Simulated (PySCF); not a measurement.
# C₅H₉NOSi: runs on many settings

Which settings matter for C₅H₉NOSi (`C[C@]1(C#N)CC[SiH2]O1`)?

Programs: PySCF 2.14.0, with density-fitted response routines of our own. Each step states its level of theory. These are calculated values for one molecule in the gas phase, unless marked as measured. Atoms count from 0, in the outputs and in this text.

### Step 1. The starting structure

17 atoms, charge 0, multiplicity 1; geometry from: GFN2-xTB.

Bonds of the start (Å): C0–C1 1.53, C1–C2 1.46, C2–N3 1.14, C1–C4 1.54, C4–C5 1.53, C5–Si6 1.91, Si6–O7 1.64, O7–C1 1.42, C0–H8 1.09, C0–H9 1.09, C0–H10 1.09, C4–H11 1.09, C4–H12 1.09, C5–H13 1.09, C5–H14 1.09, Si6–H15 1.46, Si6–H16 1.46.

### Step 2. Nuclear shieldings: PBE0/pcSseg-1

Job settings and geometry (Å):

```
{"job": {"kind": "nmr", "xc": "PBE0", "basis": "pcSseg-1"}, "charge": 0, "multiplicity": 1}
C     -2.073297    -0.006440     0.460923
C     -0.616972    -0.356838     0.152131
C     -0.347674    -1.708902     0.620252
N     -0.122765    -2.767515     0.987691
C      0.382754     0.607120     0.826393
C      1.692334     0.530673     0.044312
Si     1.069028     0.191255    -1.727397
O     -0.414348    -0.309886    -1.248122
H     -2.247886    -0.028970     1.534213
H     -2.289687     0.987668     0.076913
H     -2.735223    -0.719847    -0.024645
H      0.504277     0.355452     1.881547
H     -0.031671     1.614866     0.754341
H      2.295982    -0.302202     0.406353
H      2.278578     1.436144     0.177553
H      1.770701    -0.897645    -2.392131
H      0.878870     1.387098    -2.540238
```

With the program's defaults for keys left out, this is: GIAO PBE0/pcSseg-1 NMR shielding, non-relativistic, gas phase.

Launch:

```console
$ OMP_NUM_THREADS=1 python probes_run.py task.json out
```

This one command runs all jobs of the session in turn.

Standard output:

```text
coarse grid: 14784 points
cycle   1  E = -614.6973157999  dE =  1.134e+00  |g| = 7.991e-01  |ddm| = 3.759e+00
cycle   2  E = -614.4743811847  dE =  2.229e-01  |g| = 1.343e+00  |ddm| = 1.795e+00
cycle   3  E = -614.8140475909  dE = -3.397e-01  |g| = 2.199e-01  |ddm| = 1.236e+00
cycle   4  E = -614.8233003623  dE = -9.253e-03  |g| = 8.525e-02  |ddm| = 1.965e-01
cycle   5  E = -614.8246409763  dE = -1.341e-03  |g| = 2.931e-02  |ddm| = 8.264e-02
cycle   6  E = -614.8248194889  dE = -1.785e-04  |g| = 4.235e-03  |ddm| = 2.666e-02
cycle   7  E = -614.8248234079  dE = -3.919e-06  |g| = 1.187e-03  |ddm| = 5.004e-03
final grid: 138520 points
cycle   8  E = -614.8822173096  dE = -2.869e-05  |g| = 1.118e-02  |ddm| = 3.052e-02
cycle   9  E = -614.8821886860  dE =  2.862e-05  |g| = 1.666e-02  |ddm| = 2.168e-02
cycle  10  E = -614.8822423662  dE = -5.368e-05  |g| = 1.395e-03  |ddm| = 1.379e-02
cycle  11  E = -614.8822427746  dE = -4.083e-07  |g| = 2.181e-04  |ddm| = 1.456e-03
cycle  12  E = -614.8822427817  dE = -7.111e-09  |g| = 1.389e-04  |ddm| = 3.081e-04
cycle  13  E = -614.8822427850  dE = -3.317e-09  |g| = 6.247e-05  |ddm| = 1.306e-04
cycle  14  E = -614.8822427858  dE = -8.163e-10  |g| = 1.087e-05  |ddm| = 4.592e-05
converged SCF energy = -614.8822427858

GIAO shielding tensors (ppm)
atom      isotropic    diamagn.    paramagn.     s11        s22        s33       span
  0 C      155.604     244.393     -88.789    136.340    145.259    185.213     48.873
  1 C      111.370     243.683    -132.313     72.650    112.830    148.629     75.979
  2 C       60.587     262.700    -202.114    -60.130    -56.325    298.215    358.345
  3 N      -32.906     340.963    -373.869   -188.790   -176.100    266.171    454.961
  4 C      144.906     250.124    -105.219    123.885    139.688    171.144     47.259
  5 C      174.748     252.915     -78.168    151.245    176.311    196.687     45.443
  6 Si     347.344     880.185    -532.841    286.160    338.773    417.100    130.940
  7 O      263.990     397.341    -133.351    226.321    259.545    306.104     79.782
  8 H       30.132      28.824       1.308     26.267     27.942     36.186      9.919
  9 H       30.313      29.422       0.891     26.492     28.404     36.044      9.552
 10 H       29.490      28.127       1.363     25.675     27.291     35.504      9.828
 11 H       29.356      31.567      -2.211     25.484     27.967     34.618      9.134
 12 H       30.046      32.738      -2.692     24.671     29.876     35.591     10.920
 13 H       30.037      31.113      -1.076     25.907     27.285     36.917     11.010
 14 H       30.587      29.917       0.670     25.828     27.347     38.586     12.758
 15 H       26.547      29.135      -2.588     23.119     24.087     32.436      9.316
 16 H       26.724      29.316      -2.592     22.863     24.207     33.103     10.240
```

Wall time 84 s (1 thread, shared host).

Shifts follow as δ = σ(reference) − σ, with reference shieldings (ppm) from runs at the same level and on the same kind of geometry: 1H TMS 31.72, 13C TMS 186.9, 29Si TMS 349.2, 15N NH3 267.7, 17O H2O 336.1. The references are single molecules in the gas phase, so shifts against H2O, NH3, PH3, H3PO4 or CFCl3 are not on the usual liquid scales and can be off by tens of ppm. Atoms listed in one row are averaged.

```csv
atoms,environment,σ (ppm),δ (ppm),δ scaled to CDCl3
C2,nitrile carbon,60.6,126.3,121.4
C1,"fully substituted sp3 carbon bonded to O, α to a nitrile",111.4,75.6,71.8
C4,sp3 CH2 in a ring,144.9,42.0,39.1
C0,methyl carbon,155.6,31.3,28.7
C5,sp3 CH2 bonded to Si,174.7,12.2,10.0
H15,"hydrogen on a silicon bonded to C, O, in a 5-membered ring",26.55,5.17,–
H16,"hydrogen on a silicon bonded to C, O, in a 5-membered ring",26.72,4.99,–
H11,hydrogen on an sp3 CH2 in a ring,29.36,2.36,2.33
"H8, H9, H10",hydrogen on a methyl carbon,29.98,1.74,1.74
H13,hydrogen on an sp3 CH2 bonded to Si,30.04,1.68,1.69
H12,hydrogen on an sp3 CH2 in a ring,30.05,1.67,1.68
H14,hydrogen on an sp3 CH2 bonded to Si,30.59,1.13,1.17
N3,nitrile nitrogen,-32.9,300.6,–
Si6,"silicon bonded to C, O, 2 H, in a 5-membered ring",347.3,1.8,–
O7,"oxygen bonded to C, Si, in a 5-membered ring",264.0,72.1,–
```

The scaled column applies a straight-line fit of computed shieldings to shifts measured in CDCl3 (root-mean-square error 0.16 ppm for H, 1.9 ppm for C).

Charges from the same density, by scheme (e):

| atoms | Mulliken | IAO | Hirshfeld | ESP fit |
| --- | --- | --- | --- | --- |
| C0 | -0.12 | -0.41 | -0.11 | -0.68 |
| C1 | -0.20 | 0.20 | 0.11 | 0.27 |
| C2 | 0.21 | 0.12 | 0.08 | 0.40 |
| N3 | -0.25 | -0.24 | -0.22 | -0.48 |
| C4 | -0.14 | -0.26 | -0.07 | 0.00 |
| C5 | -0.52 | -0.56 | -0.17 | -0.38 |
| Si6 | 0.85 | 1.00 | 0.41 | 0.62 |
| O7 | -0.60 | -0.64 | -0.22 | -0.44 |

Mayer bond orders: C0–C1 1.03, C1–C2 0.90, C2–N3 3.06, C1–C4 1.00, C4–C5 1.01, C5–Si6 0.91, Si6–O7 0.94, O7–C1 0.87.

Ring of atoms C1, C4, C5, Si6, O7: NICS(0) -6.5, NICS(1) -3.5, NICS(1)zz -4.5 ppm (means of both faces).

### Step 3. Ultraviolet spectrum: PBE0/def2-SVPD

Settings changed since step 2:

```diff
@@ -1,2 +1,2 @@
-{"job": {"kind": "nmr", "xc": "PBE0", "basis": "pcSseg-1"}, "charge": 0, "multiplicity": 1}
+{"job": {"kind": "uv", "xc": "PBE0", "basis": "def2-SVPD", "nstates": 6, "ntriplets": 2}, "charge": 0, "multiplicity": 1}
 C     -2.073297    -0.006440     0.460923
```

Method: TDDFT PBE0/def2-SVPD, vertical, gas phase, core orbitals frozen in the response.

Standard output:

```text
coarse grid: 14784 points
cycle   1  E = -614.4090255589  dE =  1.072e+00  |g| = 7.638e-01  |ddm| = 8.834e+00
cycle   2  E = -614.1856189942  dE =  2.234e-01  |g| = 1.310e+00  |ddm| = 3.986e+00
cycle   3  E = -614.5216069432  dE = -3.360e-01  |g| = 2.053e-01  |ddm| = 2.965e+00
cycle   4  E = -614.5297539540  dE = -8.147e-03  |g| = 8.367e-02  |ddm| = 4.002e-01
cycle   5  E = -614.5310727903  dE = -1.319e-03  |g| = 2.968e-02  |ddm| = 2.141e-01
cycle   6  E = -614.5312663249  dE = -1.935e-04  |g| = 3.993e-03  |ddm| = 6.666e-02
cycle   7  E = -614.5312699857  dE = -3.661e-06  |g| = 1.135e-03  |ddm| = 1.392e-02
final grid: 138520 points
cycle   8  E = -614.6177360402  dE = -3.238e-05  |g| = 1.036e-02  |ddm| = 1.873e-01
cycle   9  E = -614.6177102867  dE =  2.575e-05  |g| = 1.539e-02  |ddm| = 5.101e-02
cycle  10  E = -614.6177590089  dE = -4.872e-05  |g| = 1.368e-03  |ddm| = 3.018e-02
cycle  11  E = -614.6177594268  dE = -4.179e-07  |g| = 1.957e-04  |ddm| = 3.030e-03
cycle  12  E = -614.6177594341  dE = -7.326e-09  |g| = 9.852e-05  |ddm| = 8.663e-04
cycle  13  E = -614.6177594356  dE = -1.504e-09  |g| = 6.078e-05  |ddm| = 3.277e-04
cycle  14  E = -614.6177594364  dE = -7.758e-10  |g| = 1.310e-05  |ddm| = 1.140e-04
converged SCF energy = -614.6177594364

Static polarisability (au): isotropic 85.819, principal 78.141 85.584 93.733

Singlet excitations
state   eV       nm        f      main configurations
  1   7.1581    173.2   0.00321   H->L 0.96
  2   7.5558    164.1   0.02876   H-1->L 0.93
  3   7.6140    162.8   0.00043   H-2->L 0.41, H-2->L+2 0.21, H-2->L+3 0.10
  4   7.7589    159.8   0.01831   H->L+1 0.90
  5   7.9630    155.7   0.00533   H->L+2 0.71
  6   8.0624    153.8   0.01418   H-1->L+1 0.86

Triplet excitations (Tamm-Dancoff, eV): 6.3668 6.7862
```

Wall time 2 min (1 thread, shared host).

Frontier orbitals and where they lie:

```csv
orbital,eV,atoms
HOMO−3,-9.74,"N3 39 %, C2 29 %, C1 6 %"
HOMO−2,-9.24,"N3 26 %, C2 16 %, O7 14 %"
HOMO−1,-8.96,"C5 33 %, Si6 22 %, O7 15 %"
HOMO,-8.64,"O7 43 %, Si6 15 %, H16 12 %"
LUMO,-0.05,"Si6 32 %, O7 11 %, H15 10 %"
LUMO+1,0.30,"Si6 21 %, C4 10 %, C5 9 %"
LUMO+2,0.64,"N3 27 %, C2 21 %, C0 9 %"
```

With each of the 6 states as a Gaussian band of 0.4 eV half-width at 1/e, the curve within the window shown has maxima at 161 nm (ε 2,200) L/(mol cm). Beyond the last state computed it falls off for lack of states. The curve at chosen wavelengths:

(nm, ε (L/mol/cm)): (148, 503), (150, 809), (151, 982), (153, 1342), (154, 1518), (156, 1832), (158, 2063), (159, 2135), (161, 2175), (162, 2142), (164, 1976), (166, 1706), (167, 1548), (169, 1219), (170, 1059), (172, 770), (174, 537), (175, 443), (177, 294), (178, 237), (180, 152), (182, 95), (183, 75), (185, 45), (186, 35), (188, 20)

Further results of this job:

```csv
property,computed
dipole moment (D),4.02
polarisability (Å³),12.72
HOMO–LUMO gap (eV),8.59
−ε(HOMO) (eV),8.64
```

### Step 4. Shielding tensors: WP04/IGLO-II

Settings changed since step 3:

```diff
@@ -1,2 +1,2 @@
-{"job": {"kind": "uv", "xc": "PBE0", "basis": "def2-SVPD", "nstates": 6, "ntriplets": 2}, "charge": 0, "multiplicity": 1}
+{"job": {"kind": "nmr", "xc": "WP04", "basis": "IGLO-II", "pop": false, "grid": 3}, "charge": 0, "multiplicity": 1}
 C     -2.073297    -0.006440     0.460923
```

Level: GIAO WP04/IGLO-II NMR shielding, non-relativistic, gas phase.

Standard output:

```text
coarse grid: 14784 points
cycle   1  E = -626.0538477977  dE =  1.025e+00  |g| = 1.239e+00  |ddm| = 3.320e+00
cycle   2  E = -625.3506958713  dE =  7.032e-01  |g| = 2.227e+00  |ddm| = 2.507e+00
cycle   3  E = -626.2954783766  dE = -9.448e-01  |g| = 4.379e-01  |ddm| = 1.990e+00
cycle   4  E = -626.3289926751  dE = -3.351e-02  |g| = 2.071e-01  |ddm| = 3.250e-01
cycle   5  E = -626.3365470086  dE = -7.554e-03  |g| = 8.530e-02  |ddm| = 1.599e-01
cycle   6  E = -626.3379747533  dE = -1.428e-03  |g| = 1.357e-02  |ddm| = 5.906e-02
cycle   7  E = -626.3380121379  dE = -3.738e-05  |g| = 3.776e-03  |ddm| = 1.246e-02
cycle   8  E = -626.3380153594  dE = -3.222e-06  |g| = 8.461e-04  |ddm| = 3.539e-03
final grid: 206032 points
cycle   9  E = -626.3432804464  dE = -1.075e-04  |g| = 9.433e-03  |ddm| = 4.331e-02
cycle  10  E = -626.3432573080  dE =  2.314e-05  |g| = 1.439e-02  |ddm| = 1.403e-02
cycle  11  E = -626.3432966005  dE = -3.929e-05  |g| = 2.200e-03  |ddm| = 9.997e-03
cycle  12  E = -626.3432973216  dE = -7.211e-07  |g| = 9.523e-04  |ddm| = 1.715e-03
cycle  13  E = -626.3432974391  dE = -1.174e-07  |g| = 5.747e-04  |ddm| = 7.161e-04
cycle  14  E = -626.3432975085  dE = -6.946e-08  |g| = 6.883e-05  |ddm| = 3.536e-04
cycle  15  E = -626.3432975096  dE = -1.030e-09  |g| = 1.826e-05  |ddm| = 6.891e-05
cycle  16  E = -626.3432975096  dE = -6.889e-11  |g| = 4.096e-06  |ddm| = 1.630e-05
converged SCF energy = -626.3432975096

GIAO shielding tensors (ppm)
atom      isotropic    diamagn.    paramagn.     s11        s22        s33       span
  0 C      148.062     245.308     -97.247    130.368    137.512    176.305     45.937
  1 C       98.164     244.499    -146.335     60.927     98.861    134.704     73.777
  2 C       59.213     267.146    -207.933    -61.727    -57.572    296.939    358.666
  3 N      -27.381     341.287    -368.668   -182.799   -172.199    272.854    455.653
  4 C      136.009     249.743    -113.734    114.038    132.478    161.511     47.473
  5 C      165.260     251.732     -86.472    144.168    166.289    185.322     41.154
  6 Si     351.063     885.616    -534.554    301.587    347.963    403.639    102.052
  7 O      254.088     399.909    -145.821    229.335    247.187    285.741     56.406
  8 H       31.008      29.911       1.097     27.513     29.064     36.447      8.933
  9 H       31.192      30.958       0.234     27.692     29.617     36.267      8.574
 10 H       30.507      29.220       1.287     27.020     28.691     35.812      8.792
 11 H       30.129      32.139      -2.010     26.516     29.111     34.761      8.245
 12 H       30.788      33.661      -2.873     25.790     30.971     35.603      9.812
 13 H       31.048      32.139      -1.091     27.302     28.786     37.055      9.752
 14 H       31.511      30.653       0.859     27.197     28.855     38.483     11.286
 15 H       27.628      30.724      -3.096     24.448     25.288     33.149      8.701
 16 H       27.782      30.920      -3.138     24.293     25.309     33.744      9.450
```

Run time: 2.1 min. Hardware: 1 thread, shared host.

This run: δ C2 119.5, C1 80.6, C4 42.7, C0 30.7, H15 4.88, H16 4.73 ppm.

### Step 5. Excited states and response: OLYP/def2-SVPD

Settings changed since step 4:

```diff
@@ -1,2 +1,2 @@
-{"job": {"kind": "nmr", "xc": "WP04", "basis": "IGLO-II", "pop": false, "grid": 3}, "charge": 0, "multiplicity": 1}
+{"job": {"kind": "uv", "xc": "OLYP", "basis": "def2-SVPD", "nstates": 1, "ntriplets": 2, "tda": false, "scf": {"aux": "def2-universal-jkfit"}}, "charge": 0, "multiplicity": 1}
 C     -2.073297    -0.006440     0.460923
```

Method: TDDFT OLYP/def2-SVPD, vertical, gas phase, core orbitals frozen in the response.

Standard output:

```text
final grid: 138520 points
cycle   1  E = -614.8165410076  dE =  8.749e-01  |g| = 8.895e-01  |ddm| = 9.772e+00
cycle   2  E = -614.1972214624  dE =  6.193e-01  |g| = 1.911e+00  |ddm| = 7.226e+00
cycle   3  E = -614.9624855260  dE = -7.653e-01  |g| = 3.377e-01  |ddm| = 6.260e+00
cycle   4  E = -614.9835603560  dE = -2.107e-02  |g| = 1.643e-01  |ddm| = 7.954e-01
cycle   5  E = -614.9880734030  dE = -4.513e-03  |g| = 9.002e-02  |ddm| = 6.621e-01
cycle   6  E = -614.9898288953  dE = -1.755e-03  |g| = 1.336e-02  |ddm| = 2.440e-01
cycle   7  E = -614.9898720714  dE = -4.318e-05  |g| = 4.494e-03  |ddm| = 5.385e-02
cycle   8  E = -614.9898771616  dE = -5.090e-06  |g| = 8.055e-04  |ddm| = 1.185e-02
cycle   9  E = -614.9898773138  dE = -1.522e-07  |g| = 2.699e-04  |ddm| = 3.321e-03
cycle  10  E = -614.9898773339  dE = -2.006e-08  |g| = 5.689e-05  |ddm| = 1.327e-03
cycle  11  E = -614.9898773347  dE = -7.803e-10  |g| = 2.583e-05  |ddm| = 2.680e-04
converged SCF energy = -614.9898773347

Static polarisability (au): isotropic 87.877, principal 79.855 87.475 96.300

Singlet excitations
state   eV       nm        f      main configurations
  1   6.3165    196.3   0.00353   H->L 0.97

Triplet excitations (Tamm-Dancoff, eV): 6.0409 6.4135
```

Wall time 1.9 min (1 thread, shared host).

Key values: HOMO -7.02 eV, LUMO -0.79 eV; lowest singlet 6.32 eV.

### Step 6. Excited states and response: wB97X/def2-SVPD

Settings changed since step 5:

```diff
@@ -1,2 +1,2 @@
-{"job": {"kind": "uv", "xc": "OLYP", "basis": "def2-SVPD", "nstates": 1, "ntriplets": 2, "tda": false, "scf": {"aux": "def2-universal-jkfit"}}, "charge": 0, "multiplicity": 1}
+{"job": {"kind": "uv", "xc": "wB97X", "basis": "def2-SVPD", "nstates": 3, "ntriplets": 5, "tda": false, "grid": 0, "scf": {"max_cycle": 58}}, "charge": 0, "multiplicity": 1}
 C     -2.073297    -0.006440     0.460923
```

Level: TDDFT wB97X/def2-SVPD, vertical, gas phase, core orbitals frozen in the response.

Standard output:

```text
final grid: 14784 points
cycle   1  E = -614.7840270418  dE =  1.427e+00  |g| = 8.240e-01  |ddm| = 8.008e+00
cycle   2  E = -614.7234730694  dE =  6.055e-02  |g| = 1.054e+00  |ddm| = 4.103e+00
cycle   3  E = -614.9334266232  dE = -2.100e-01  |g| = 8.615e-02  |ddm| = 2.220e+00
cycle   4  E = -614.9345464631  dE = -1.120e-03  |g| = 6.536e-02  |ddm| = 2.689e-01
cycle   5  E = -614.9353938590  dE = -8.474e-04  |g| = 1.230e-02  |ddm| = 1.242e-01
cycle   6  E = -614.9354295528  dE = -3.569e-05  |g| = 2.943e-03  |ddm| = 4.597e-02
cycle   7  E = -614.9354322089  dE = -2.656e-06  |g| = 6.752e-04  |ddm| = 1.079e-02
cycle   8  E = -614.9354323852  dE = -1.762e-07  |g| = 2.037e-04  |ddm| = 3.414e-03
cycle   9  E = -614.9354324010  dE = -1.582e-08  |g| = 4.999e-05  |ddm| = 8.758e-04
cycle  10  E = -614.9354324020  dE = -1.060e-09  |g| = 1.526e-05  |ddm| = 2.231e-04
cycle  11  E = -614.9354324021  dE = -9.481e-11  |g| = 4.933e-06  |ddm| = 7.273e-05
converged SCF energy = -614.9354324021

Static polarisability (au): isotropic 85.060, principal 77.784 84.896 92.499

Singlet excitations
state   eV       nm        f      main configurations
  1   7.6725    161.6   0.00204   H->L 0.77
  2   7.7973    159.0   0.00128   H-2->L+2 0.19, H-2->L+4 0.17
  3   8.0202    154.6   0.03149   H-1->L 0.81

Triplet excitations (Tamm-Dancoff, eV): 6.5806 7.1971 7.2313 7.3976 7.5729
```

Wall time 94 s (1 thread, shared host).

The run ended normally, but its values are not to be used for the molecule: grid level 0 is too coarse. Its HOMO lies at -11.09 eV, against -8.64 eV in step 3 (PBE0/def2-SVPD), a different level, so the two don't compare directly.

### Step 7. Run by run: NMR shifts

Shifts (ppm) of some atoms, chosen among heavy atoms and hydrogens apart, with basis size and wall time:

```csv
run,C2,C1,H15,H16,N3,Si6,O7,functions,time
PBE0/pcSseg-1,126.3,75.6,5.17,4.99,300.6,1.8,72.1,188,84 s
WP04/IGLO-II,119.5,80.6,4.88,4.73,278.9,-13.4,68.2,243,2.1 min
```

### Step 8. Comparing the runs: electronic excitations

Excitations and ground-state properties, with basis size and wall time:

```
           run  lowest singlet (eV)  brightest (eV)      f  gap (eV)  α (Å³)  μ (D)  functions     time
PBE0/def2-SVPD                 7.16            7.56  0.029      8.59   12.72   4.02        239    2 min
OLYP/def2-SVPD                 6.32            6.32  0.004      6.23   13.02   3.91        239  1.9 min
```

### Step 9. Results

| quantity | value |
| --- | --- |
| 13C shifts against TMS (PBE0/pcSseg-1) | 126.3, 75.6, 42.0, 31.3, 12.2 ppm |
| 1H shifts against TMS (PBE0/pcSseg-1, means over atoms taken as alike) | 5.17, 4.99, 2.36, 1.74, 1.68, 1.67, 1.13 ppm |
| 15N shifts against NH3 (PBE0/pcSseg-1) | 300.6 ppm |
| 29Si shifts against TMS (PBE0/pcSseg-1) | 1.8 ppm |
| 17O shifts against H2O (PBE0/pcSseg-1) | 72.1 ppm |
| lowest singlet (PBE0/def2-SVPD) | 7.16 eV (173 nm), f = 0.003 |
| brightest single state of those computed | state 2, 7.56 eV, f = 0.029 |
| lowest triplet | 6.37 eV |
| range of the shift of N3 | 278.9 to 300.6 ppm |
| range of the lowest singlet | 6.32 to 7.16 eV |
| property runs in this session | 5, of which 0 failed and 1 gave unsound results |

**Reading.** Single values in the summary come from the first run of each kind that ended normally (PBE0/pcSseg-1; PBE0/def2-SVPD), which need not be the best level. At PBE0/pcSseg-1: The widest tensor belongs to N3: span 455 ppm, with a paramagnetic part of -374 ppm. The lowest singlet, at 7.16 eV, is HOMO→LUMO 0.96 and is weak; of the 6 states computed, the strongest absorption comes from state 2 at 7.56 eV. The lowest triplet lies 0.79 eV below the lowest singlet (triplets in Tamm-Dancoff, singlets in full TDDFT). In ppm, N3 moves most: its shift spreads over 21.7 ppm, from 278.9 (WP04/IGLO-II) to 300.6 (PBE0/pcSseg-1). Most of that comes from the computed reference, not from the atom's own shielding. The lowest singlet runs from 6.32 eV (OLYP/def2-SVPD) to 7.16 eV (PBE0/def2-SVPD), while the orbital gap spans 6.23 to 8.59 eV. The lowest state need not be the same one in every run. The runs solved for a few states only, so the brightest column depends on that window.
